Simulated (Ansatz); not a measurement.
# H4NO3V: the cost of one run

Method: the settings change from run to run; program: Ansatz 0.2.0, Gaussian basis.

### Step 1. The geometry

The structure was relaxed beforehand with PBE0-D4 in a triple-zeta def2 set.

SMILES `[NH]=[V]([OH])([OH])[OH]`, 9 atoms, charge 0, spin multiplicity 1.

Atoms are counted from 1 here; the program's logs count them from 0.

Bond lengths: N1–V2 1.603 Å, N1–H6 1.010 Å, V2–O3 1.784 Å, V2–O4 1.784 Å, V2–O5 1.768 Å, O3–H7 0.964 Å, O4–H8 0.964 Å, O5–H9 0.959 Å. Angles: V2–N1–H6 172.2°, N1–V2–O3 107.0°, N1–V2–O4 107.0°, N1–V2–O5 111.6°, O3–V2–O4 112.3°, O3–V2–O5 109.5°, O4–V2–O5 109.5°, V2–O3–H7 115.7°, V2–O4–H8 115.7°, V2–O5–H9 123.3°.

Coordinates:

```tsv
atom	x (Å)	y (Å)	z (Å)
N1	-0.2202	1.2259	-1.0923
V2	0.0202	-0.0059	-0.0944
O3	1.7258	-0.4961	-0.2741
O4	-1.1089	-1.2982	-0.5811
O5	-0.2904	0.4486	1.5858
H6	-0.3366	1.9154	-1.8214
H7	2.0517	-1.1243	0.3799
H8	-1.1851	-2.0394	0.0298
H9	-0.5681	1.3278	1.8507
```

### Step 2. PBE0-DH/x2c-TZVPPall

File in.yaml:

```yaml
crystal:
  periodic: [false, false, false]
  atoms:
    - {symbol: N, position_ang: [-0.220153, 1.225865, -1.092281]}
    - {symbol: V, position_ang: [0.020191, -0.005942, -0.094369]}
    - {symbol: O, position_ang: [1.725812, -0.496140, -0.274104]}
    - {symbol: O, position_ang: [-1.108931, -1.298180, -0.581127]}
    - {symbol: O, position_ang: [-0.290387, 0.448594, 1.585774]}
    - {symbol: H, position_ang: [-0.336595, 1.915372, -1.821430]}
    - {symbol: H, position_ang: [2.051734, -1.124259, 0.379894]}
    - {symbol: H, position_ang: [-1.185061, -2.039383, 0.029846]}
    - {symbol: H, position_ang: [-0.568111, 1.327773, 1.850697]}
basis:
  gaussian: {orbitals: x2c-TZVPPall}
hamiltonian: {xc: {name: PBE0-DH}}
```

Started as:

```
ansatz run in.yaml --threads 4 --pin off --events-out ev --progress --plain --max-ram 10444MiB
```

Q: Estimate wall time and peak memory on 4 threads of AMD EPYC 9R45, shared host.

About 4.2 s, with a peak of 0.9 GiB.
